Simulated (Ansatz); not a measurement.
# CdAg, space group Cmmm: an equation of state with a fit

Program: Ansatz 0.2.0, Python API.

Run as a notebook:

In [1]:
```python
import warnings

import ansatz as az
import numpy as np
```

In [2]:
```python
BETA = 0.2
MAX_SCF = 100
EXTRA_BANDS = 2
SMEARING = "methfessel_paxton"
WIDTH_EV = 0.2
CUTOFF_EV = 500
KGRID = (10, 10, 6)
```

In [3]:
```python
VECTORS = np.array([
    [1.6806216, -2.39927887, 0.0],
    [1.6806216, 2.39927887, 0.0],
    [0.0, 0.0, 4.69335226],
])
SITES = [
    ("Cd", (0.5, 0.5, 0.5)),
    ("Ag", (0.0, 0.0, 0.0)),
]


def build(cell):
    crystal = az.Crystal(lattice=az.Lattice.of(cell))
    for symbol, position in SITES:
        crystal = crystal.atom(symbol, position)
    return crystal
```

In [4]:
```python
warnings.simplefilter("ignore", az.DeckWarning)
```

In [5]:
```python
volumes, energies = [], []
for scale in np.linspace(0.94, 1.06, 7):
    cell = VECTORS * scale ** (1 / 3)
    job = (
        build(cell).calculation()
        .mixing("msr1", beta=BETA)
        .functional(az.Functional.PBESOL)
        .scf(max_iterations=MAX_SCF, extra_bands=EXTRA_BANDS)
        .accuracy("low")
        .occupations(SMEARING, width=WIDTH_EV)
        .basis(CUTOFF_EV)
        .kpoints(*KGRID)
    )
    r = job.run(threads=1, backend="cpu").report
    volumes.append(abs(np.linalg.det(cell)) / len(SITES))
    energies.append(r["free_energy_ev"] / len(SITES))
    print(f"V = {volumes[-1]:8.4f} A^3/atom  F = {energies[-1]:.5f} eV/atom")
```
```text
V =  17.7894 A^3/atom  F = -7853.18550 eV/atom
V =  18.1679 A^3/atom  F = -7853.18852 eV/atom
V =  18.5464 A^3/atom  F = -7853.18686 eV/atom
V =  18.9249 A^3/atom  F = -7853.18112 eV/atom
V =  19.3034 A^3/atom  F = -7853.17185 eV/atom
V =  19.6819 A^3/atom  F = -7853.15950 eV/atom
V =  20.0604 A^3/atom  F = -7853.14449 eV/atom
```

In [6]:
```python
x = np.array(volumes) ** (-2 / 3)
poly = np.polynomial.Polynomial.fit(x, energies, 3).convert()
roots = poly.deriv().roots()
x0 = min((r.real for r in roots if abs(r.imag) < 1e-9 and poly.deriv(2)(r.real) > 0), key=lambda r: abs(r - x.mean()))
v0 = x0 ** -1.5
b0 = 4 / 9 * poly.deriv(2)(x0) * v0 ** (-7 / 3) * 160.21766
b1 = 4 + 2 / 3 * x0 * poly.deriv(3)(x0) / poly.deriv(2)(x0)
print(f"V0 = {v0:.4f} A^3/atom, B0 = {b0:.1f} GPa, dB/dP = {b1:.2f}")
```
```text
V0 = 18.2146 A^3/atom, B0 = 93.6 GPa, dB/dP = 5.69
```

A third-order Birch-Murnaghan fit through the 7 points has its minimum at 18.21 Å³ an atom, 3.8 % below the typed cell, with a bulk modulus of 94 GPa and dB/dP = 5.7. From that minimum the energy rises by 3.1 meV an atom on the compressed side and 44.1 meV on the expanded side. The window is off centre, so dB/dP is rough.

The settings weren't tested for convergence. Shape and fractional positions are held along the curve, so the bulk modulus is an upper value where they are free to relax, by a factor of two or more in layered or hydrogen-bonded cells. For a metal this k-point mesh is coarse: on a finer one energies can move by several to tens of meV an atom and pressures by half a GPa or more, differences at one mesh by less. This cell is a computed structure, which may not be the phase found in nature. The whole script took 30 s on 1 thread of Arm Neoverse V2, on a shared host, peak memory 0.44 GiB.
